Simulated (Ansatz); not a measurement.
# H8NPSi2: the cost of one run

Method: RKS r2SCAN/6-31G*, in Ansatz 0.2.0.

## Step 1: Starting point

Bond lengths: Si1–N2 1.658 Å, N2–Si3 1.659 Å, Si3–P4 2.175 Å, Si1–H5 1.447 Å, Si1–H6 1.479 Å, Si1–H7 1.519 Å, N2–H8 0.978 Å, Si3–H9 1.547 Å, Si3–H10 1.474 Å, P4–H11 1.337 Å, P4–H12 1.408 Å. Angles (14 of 18 angles, heavy atoms first): Si1–N2–Si3 108.2°, N2–Si3–P4 107.8°, Si1–N2–H8 109.4°, Si3–N2–H8 108.5°, N2–Si1–H5 111.7°, N2–Si1–H6 113.4°, N2–Si1–H7 106.0°, N2–Si3–H9 110.0°, N2–Si3–H10 112.5°, P4–Si3–H9 107.5°, P4–Si3–H10 108.4°, Si3–P4–H11 101.6°, Si3–P4–H12 96.7°, H5–Si1–H6 112.7°.

Coordinates:

```xyz
12

Si   -0.5556    1.9043    0.0206
N    -0.8558    0.2774   -0.0892
Si    0.5813   -0.5288    0.1055
P     0.1556   -2.6614    0.0731
H    -0.1055    2.2768    1.3447
H     0.3325    2.4112   -1.0486
H    -1.8968    2.5904   -0.1741
H    -1.4613    0.0101    0.6304
H     1.1913   -0.1964    1.4875
H     1.5446   -0.2309   -0.9691
H     1.3805   -3.1784   -0.0685
H    -0.2339   -2.7295   -1.2784
```

## Step 2: Relaxing end A

Contents of input.yaml:

```yaml
crystal:
  periodic: [false, false, false]
  atoms:
    - { symbol: Si, position_ang: [-0.5556, 1.9043, 0.0206] }
    - { symbol: "N", position_ang: [-0.8558, 0.2774, -0.0892] }
    - { symbol: Si, position_ang: [0.5813, -0.5288, 0.1055] }
    - { symbol: P, position_ang: [0.1556, -2.6614, 0.0731] }
    - { symbol: H, position_ang: [-0.1055, 2.2768, 1.3447] }
    - { symbol: H, position_ang: [0.3325, 2.4112, -1.0486] }
    - { symbol: H, position_ang: [-1.8968, 2.5904, -0.1741] }
    - { symbol: H, position_ang: [-1.4613, 0.0101, 0.6304] }
    - { symbol: H, position_ang: [1.1913, -0.1964, 1.4875] }
    - { symbol: H, position_ang: [1.5446, -0.2309, -0.9691] }
    - { symbol: H, position_ang: [1.3805, -3.1784, -0.0685] }
    - { symbol: H, position_ang: [-0.2339, -2.7295, -1.2784] }
basis:
  gaussian: { orbitals: "6-31G*" }
hamiltonian:
  xc: r2scan
relax:
  f_tol: 0.015
  max_steps: 40
```

The run is started by

```
$ ansatz run input.yaml --threads 2 --pin off --max-ram 3072MiB --backend cpu --events-out ev --progress --plain --runs-dir out
```

What time and memory should one allow on 2 threads of Intel Xeon Platinum 8175M at 2.50GHz (Skylake/Cascade Lake), shared host?

About 95 s, with a peak of 0.18 GiB.
